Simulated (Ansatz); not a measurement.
# C₃H₁₀NO₃Ta: ionisation energy by level of theory

Aim: the vertical ionisation energy of C₃H₁₀NO₃Ta, as cation minus neutral at the neutral's geometry, on several levels, and how well −ε(HOMO) stands in for it.

Method: unrestricted cation, the program's frozen cores in correlated methods; program: Ansatz 0.2.0, Gaussian basis.

The runs, in order: UKS PBE-D4/def2-TZVPP; UKS r2SCAN-D4/def2-TZVPP; UKS PBE0-D4/def2-TZVPP; UKS B3LYP-D4/def2-TZVPP; UKS wB97X-V/def2-TZVPP; UKS wB97M-V/def2-TZVPP; UKS B2PLYP/def2-TZVPP; UHF-CCSD(T)/def2-TZVPP; UHF-MP2/def2-QZVPP; extrapolation to the limit; then −ε(HOMO) from the neutral's earlier runs with LDA (SPW92), PBE-D4, revPBE-D4, BLYP-D4, r2SCAN-D4, B97M-V, PBE0-D4, B3LYP-D4, r2SCANh-D4, r2SCAN0-D4, HSE06-D4, BHLYP-D4, CAM-B3LYP-D4, LC-ωPBE, ωB97X-V, ωB97M-V.

### Step 1. The relaxed structure

An earlier PBE0-D4 in a triple-zeta def2 set relaxation fixed the geometry. Ta takes the def2 core potential; no spin-orbit term is included.

SMILES `C[O][Ta](=[NH])([O]C)[O]C`, 18 atoms, charge 0, spin multiplicity 1.

Atoms are counted from 1 here; the program's logs count them from 0.

Bond lengths: C1–O2 1.396 Å, C1–H9 1.095 Å, C1–H10 1.095 Å, C1–H11 1.095 Å, O2–Ta3 1.900 Å, Ta3–N4 1.775 Å, Ta3–O5 1.900 Å, Ta3–O7 1.900 Å, N4–H12 1.005 Å, O5–C6 1.396 Å, C6–H13 1.095 Å, C6–H14 1.095 Å, C6–H15 1.095 Å, O7–C8 1.396 Å, C8–H16 1.095 Å, C8–H17 1.095 Å, C8–H18 1.095 Å. Angles: O2–C1–H9 111.2°, O2–C1–H10 109.9°, O2–C1–H11 109.9°, H9–C1–H10 108.7°, H9–C1–H11 108.7°, H10–C1–H11 108.3°, C1–O2–Ta3 144.0°, O2–Ta3–N4 109.2°, O2–Ta3–O5 109.8°, O2–Ta3–O7 109.8°, N4–Ta3–O5 109.2°, N4–Ta3–O7 109.2°, O5–Ta3–O7 109.8°, Ta3–N4–H12 180.0°, Ta3–O5–C6 144.0°, O5–C6–H13 111.2°, O5–C6–H14 109.9°, O5–C6–H15 109.9° and more.

### Step 2. Cation, UKS PBE-D4/def2-TZVPP

in.yaml

```yaml
crystal:
  periodic: [false, false, false]
  atoms:
    - {symbol: C, position_ang: [-1.378916, -0.655992, 2.750576]}
    - {symbol: O, position_ang: [-1.134188, -0.713805, 1.377209]}
    - {symbol: Ta, position_ang: [-0.037855, -0.034232, -0.017994]}
    - {symbol: N, position_ang: [1.127127, 1.118078, 0.664162]}
    - {symbol: O, position_ang: [-1.114798, 0.855177, -1.306234]}
    - {symbol: C, position_ang: [-1.347088, 2.081926, -1.931122]}
    - {symbol: O, position_ang: [0.906749, -1.460418, -0.845102]}
    - {symbol: C, position_ang: [2.180644, -1.957792, -1.126551]}
    - {symbol: H, position_ang: [-0.693067, 0.039325, 3.245455]}
    - {symbol: H, position_ang: [-2.406474, -0.325618, 2.932714]}
    - {symbol: H, position_ang: [-1.253389, -1.648929, 3.193888]}
    - {symbol: H, position_ang: [1.786670, 1.770972, 1.050325]}
    - {symbol: H, position_ang: [-0.661827, 2.850840, -1.559644]}
    - {symbol: H, position_ang: [-2.375347, 2.407187, -1.743673]}
    - {symbol: H, position_ang: [-1.209954, 1.981546, -3.012495]}
    - {symbol: H, position_ang: [2.313246, -2.052564, -2.208994]}
    - {symbol: H, position_ang: [2.959246, -1.295888, -0.733534]}
    - {symbol: H, position_ang: [2.301819, -2.948611, -0.677285]}
basis:
  gaussian: {orbitals: def2-TZVPP}
total_charge: 1
magnetization: {spin_polarized: true, initial_magnetization: 1}
hamiltonian: {xc: pbe, dispersion: d4}
```

Command:

```
ansatz run in.yaml --threads 4 --pin off --events-out ev --progress --plain --max-ram 41984MiB --backend cuda --devices 0, --max-vram 37GiB
```

After this run come: Cation, UKS r2SCAN-D4/def2-TZVPP; Cation, UKS PBE0-D4/def2-TZVPP; Cation, UKS B3LYP-D4/def2-TZVPP; Cation, UKS wB97X-V/def2-TZVPP; Cation, UKS wB97M-V/def2-TZVPP; Cation, UKS B2PLYP (frozen core)/def2-TZVPP; Cation, UHF-CCSD(T)/def2-TZVPP; Cation, UHF-MP2/def2-QZVPP.

**Question.** What will the summary of the whole plan be? Wanted: ionisation energy, CCSD(T)/CBS; nearest functional by difference; nearest −ε(HOMO); −ε(HOMO) of PBE; T1 of the cation.

**Answer**, as computed:

```
                        quantity               value
  ionisation energy, CCSD(T)/CBS             9.55 eV
nearest functional by difference   B2PLYP (-0.26 eV)
                nearest −ε(HOMO)  ωB97M-V (+0.16 eV)
                 −ε(HOMO) of PBE             6.05 eV
                T1 of the cation               0.022
```

By cation minus neutral, the functionals miss by 0.79 eV at most. The PBE orbital energy is 3.5 eV too small: a semilocal HOMO is no ionisation energy. Among orbital estimates ωB97M-V comes nearest. Hartree-Fock falls 1.76 eV short, as the neutral has more correlation energy than the cation. The cation may have settled in a state other than its lowest; no search over hole states beyond the program's own was made. Correlated methods include outer-core shells of Ta, which these sets cover unevenly.
